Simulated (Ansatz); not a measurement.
# Mo (diamond type): the cost of one run

Computed with Ansatz 0.2.0 (DFT PBEsol, with the methods named in each step, unless a step's input says otherwise).

## Step 1: The starting structure

The structure is cubic, space group Fd-3m (No. 227). The conventional cell has a = 5.355 Å, b = 5.355 Å, c = 5.355 Å, α = 90.00°, β = 90.00°, γ = 90.00°. Mo (site symmetry -43m) has 4 Mo at 2.32 Å in its first shell of neighbours.

As a file:

```cif
data_structure
_symmetry_space_group_name_H-M 'P 1'
_symmetry_Int_Tables_number 1
_cell_length_a 3.7866
_cell_length_b 3.7866
_cell_length_c 3.7866
_cell_angle_alpha 60.000
_cell_angle_beta 60.000
_cell_angle_gamma 60.000
_cell_volume 38.39
loop_
_atom_site_label
_atom_site_type_symbol
_atom_site_fract_x
_atom_site_fract_y
_atom_site_fract_z
_atom_site_occupancy
Mo1 Mo 0.87500 0.87500 0.87500 1
Mo2 Mo 0.12500 0.12500 0.12500 1
```

Whether this phase is the stable one at these pressures isn't tested.

Atoms are numbered in the order of the input: Mo1, Mo2.

## Step 2: Cell relaxed at zero pressure, PAW

The input, input.yaml:

```yaml
crystal:
  lattice:
    - [0.0, 2.6774993382, 2.6774993382]
    - [2.6774993382, 0.0, 2.6774993382]
    - [2.6774993382, 2.6774993382, 0.0]
  atoms:
    - { symbol: Mo, position: [-0.125, -0.125, -0.125] }
    - { symbol: Mo, position: [0.125, 0.125, 0.125] }
kpoints:
  mp_grid: { grid: [12, 12, 12] }
scf:
  occupations: { method: fermi_dirac, width: 0.08 }
hamiltonian:
  xc: pbesol
  pseudopotentials: { kind: paw }
output:
  forces: true
  stress: true
relax:
  f_tol: 0.005
  max_steps: 40
  cell: {}
```

The run is started by

```console
ansatz run input.yaml --threads 1 --pin off --max-ram 2048MiB --backend cpu --events-out ev --progress --plain --runs-dir out
```

Q: Estimate wall time and peak memory on 1 thread of Arm Neoverse V1, shared host.

About 13 s, with a peak of 0.33 GiB.
